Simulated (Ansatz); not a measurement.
Born–Oppenheimer molecular dynamics of a periodic cell of 23 atoms, Li₃Mn₄F₁₆ (host LiMnF4, host structure C2/m, one Li atom removed). It goes on from the last frame of an earlier run, with new velocities.

Level of theory: Ansatz 0.2.0, DFT PBEsol, scalar-relativistic, plane waves, PAW. Settings: accuracy low, cutoff 420 eV, k mesh 2x2x2, fermi-dirac smearing 0.05 eV, spin collinear.

| Property | Result |
| --- | --- |
| ensemble | NVT, Langevin thermostat |
| time step | 10 fs |
| steps asked | 70 |
| set temperature | 1120 K |
| friction | 0.02 /fs |
| seed | 43311 |

First frame:

```xyz
23
Lattice="-6.5632 0.0000 0.0000 0.0000 -6.2410 0.0000 -0.3552 0.0000 6.2275" Properties=species:S:1:pos:R:3
Li 0.085 -2.962 0.095
Mn -3.495 -3.115 1.605
F -0.112 -1.770 1.565
F -0.207 -4.471 1.533
F -2.412 -3.131 3.265
F -4.650 -3.191 0.019
Li -0.421 -3.327 3.183
Mn -3.712 -3.169 4.688
F -0.132 -1.848 4.534
F -0.123 -4.486 4.764
F -2.521 -3.156 6.142
F -5.018 -3.158 2.972
Li -3.209 -0.056 0.065
Mn -0.116 -0.028 1.525
F -3.498 -4.938 1.692
F -3.143 -1.342 1.524
F -5.461 0.009 2.923
F -1.240 -0.124 -0.010
Mn -0.144 -0.018 4.663
F -3.693 -4.995 4.754
F -4.075 -1.369 4.735
F -5.566 -0.111 6.316
F -1.213 0.039 3.155
```

**Question.** What does the run give?

**Answer.** All steps were run.

* steps done: 70
* time covered: 700 fs
* mean temperature over the second half: 1042 K
* spread of the potential energy over the second half: 24.0 meV per atom
* mean potential energy of the second half above the start: 96.4 meV per atom

A run of 0.7 ps of so small a system gives no equilibrium averages. No Hubbard correction was used and the magnetic state wasn't searched. Limits of this set-up: coarse k mesh, low accuracy level.

**Question.** What happens to the structure?

**Answer.** Mean squared displacements from the first frame to the last, about the centre of mass: Li 0.18 Å², Mn 0.15 Å², F 0.24 Å². The details hang on the random start.

**Question.** How do temperature and energy run in time?

**Answer.** 
```tsv
time (fs)	T (K)	potential energy less start (eV)
0.0	1071	0.000
50.0	928	2.125
100.0	999	1.718
150.0	687	1.640
200.0	1007	2.356
250.0	972	1.523
300.0	1000	1.667
350.0	1032	1.828
400.0	1104	2.276
450.0	1128	2.272
500.0	1048	3.209
550.0	1376	1.379
600.0	1102	1.524
650.0	925	2.216
700.0	789	2.710
```

Time of the run: 31 min on 2 threads of Arm Neoverse V1, with other jobs on the host, peak memory 0.86 GiB.
